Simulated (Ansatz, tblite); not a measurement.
**[Cu(OH)4]- (CuH4O4−): one state, many levels**

One table from this session's results is given with a row withheld; the runs are named, their logs left out.

Program: Ansatz 0.2.0, Gaussian basis. Level of theory: as each input shows. These are calculated values, not measurements.

The runs, in order: GFN1-xTB, GFN2-xTB, PBE-D4/def2-TZVPD, r2SCAN-D4/def2-TZVPD, HF/def2-TZVPD, B2PLYP/def2-TZVPD, r2SCANh-D4/def2-TZVPD, B3LYP-D4/def2-TZVPD, ωB97M-V/def2-TZVPD, PBE+5HF/def2-TZVPD, PBE+10HF/def2-TZVPD, PBE+15HF/def2-TZVPD, PBE+35HF/def2-TZVPD, PBE+50HF/def2-TZVPD, PBE-D4/def2-SVPD, PBE0-D4/def2-SVPD, CCSD(T)/def2-SVPD, MP2/def2-TZVPD, RPA/def2-TZVPD.

### The relaxed structure

The singlet was relaxed beforehand with PBE0-D4/def2-SVPD.

9 atoms, charge -1, spin multiplicity 1.

Bond lengths: Cu1–O2 1.828 Å, Cu1–O4 1.828 Å, Cu1–O6 1.828 Å, Cu1–O8 1.828 Å, O2–H3 0.963 Å, O4–H5 0.963 Å, O6–H7 0.963 Å, O8–H9 0.963 Å. Angles: O2–Cu1–O4 90.0°, O2–Cu1–O6 180.0°, O2–Cu1–O8 90.0°, O4–Cu1–O6 90.0°, O4–Cu1–O8 180.0°, O6–Cu1–O8 90.0°, Cu1–O2–H3 100.6°, Cu1–O4–H5 100.6°, Cu1–O6–H7 100.6°, Cu1–O8–H9 100.6°.

Formally the metal is d8. No spin-orbit coupling is included. The ion is computed in the gas phase, without counter-ions or solvent.

PBE0-D4/def2-TZVPD was run before; its log isn't repeated, and its numbers join the tables.

Set-up of the first run:

Tight binding, by tblite at 300 K electronic temperature and without a spin-polarisation term:

```python
tblite.interface.Calculator('GFN1-xTB', numbers, positions, charge=-1, uhf=0).singlepoint()
```

Tight binding, by tblite at 300 K electronic temperature and without a spin-polarisation term:

```python
tblite.interface.Calculator('GFN2-xTB', numbers, positions, charge=-1, uhf=0).singlepoint()
```

start.molden holds the orbitals of an earlier run on this state, given as this run's starting guess.

Input file in.yaml:

```yaml
crystal:
  periodic: [false, false, false]
  atoms:
    - {symbol: Cu, position_ang: [-0.000050, 0.000024, 0.000038]}
    - {symbol: O, position_ang: [1.771676, 0.448056, -0.043411]}
    - {symbol: H, position_ang: [2.174973, -0.426373, -0.058129]}
    - {symbol: O, position_ang: [-0.447759, 1.772223, 0.020060]}
    - {symbol: H, position_ang: [0.426470, 2.175673, -0.000561]}
    - {symbol: O, position_ang: [-1.771700, -0.448054, 0.043478]}
    - {symbol: H, position_ang: [-2.174861, 0.426428, 0.057980]}
    - {symbol: O, position_ang: [0.447698, -1.772191, -0.019994]}
    - {symbol: H, position_ang: [-0.426458, -2.175796, 0.000549]}
basis:
  gaussian: {orbitals: def2-TZVPD, initial_orbitals: start.molden}
total_charge: -1
hamiltonian: {xc: pbe, dispersion: d4}
scf: {omitted_lower_state_checks: [starts]}
output: {forces: true, orbitals: {seedname: orbitals}}
```

Launch:

```bash
> ansatz run in.yaml --threads 4 --pin off --events-out ev --progress --plain --max-ram 3916MiB
```

Among the steps run: PBE-D4/def2-TZVPD; r2SCAN-D4/def2-TZVPD; HF/def2-TZVPD; B2PLYP/def2-TZVPD; r2SCANh-D4/def2-TZVPD; B3LYP-D4/def2-TZVPD; ωB97M-V/def2-TZVPD; PBE+5HF/def2-TZVPD; PBE+10HF/def2-TZVPD; PBE+15HF/def2-TZVPD; PBE+35HF/def2-TZVPD; PBE+50HF/def2-TZVPD; PBE-D4/def2-SVPD; PBE0-D4/def2-SVPD; CCSD(T)/def2-SVPD; MP2/def2-TZVPD; RPA/def2-TZVPD.

One table of the session follows, with a row left open; its other results are not shown here.

```
                level  HOMO (eV)  LUMO (eV)  gap (eV)
        HF/def2-TZVPD      -7.35       4.89     12.24
     PBE-D4/def2-SVPD          ?          ?         ?
    PBE-D4/def2-TZVPD      -0.88       0.89      1.77
 r2SCAN-D4/def2-TZVPD      -1.21       0.92      2.13
r2SCANh-D4/def2-TZVPD      -1.98       1.24      3.23
  B3LYP-D4/def2-TZVPD      -2.57       1.47      4.04
    PBE0-D4/def2-SVPD      -2.93       1.52      4.45
   PBE0-D4/def2-TZVPD      -2.84       1.76      4.60
   ωB97M-V/def2-TZVPD      -5.45       3.68      9.13
   PBE+5HF/def2-TZVPD      -1.27       1.05      2.33
  PBE+10HF/def2-TZVPD      -1.67       1.22      2.89
  PBE+15HF/def2-TZVPD      -2.06       1.40      3.46
  PBE+35HF/def2-TZVPD      -3.62       2.14      5.76
  PBE+50HF/def2-TZVPD      -4.75       2.77      7.52
```

**Question.** Estimate the row for PBE-D4/def2-SVPD.

The run gave: HOMO (eV): -0.98; LUMO (eV): 0.72; gap (eV): 1.70. In the column «HOMO (eV)» it lies between r2SCAN-D4/def2-TZVPD (-1.21) and PBE-D4/def2-TZVPD (-0.88).
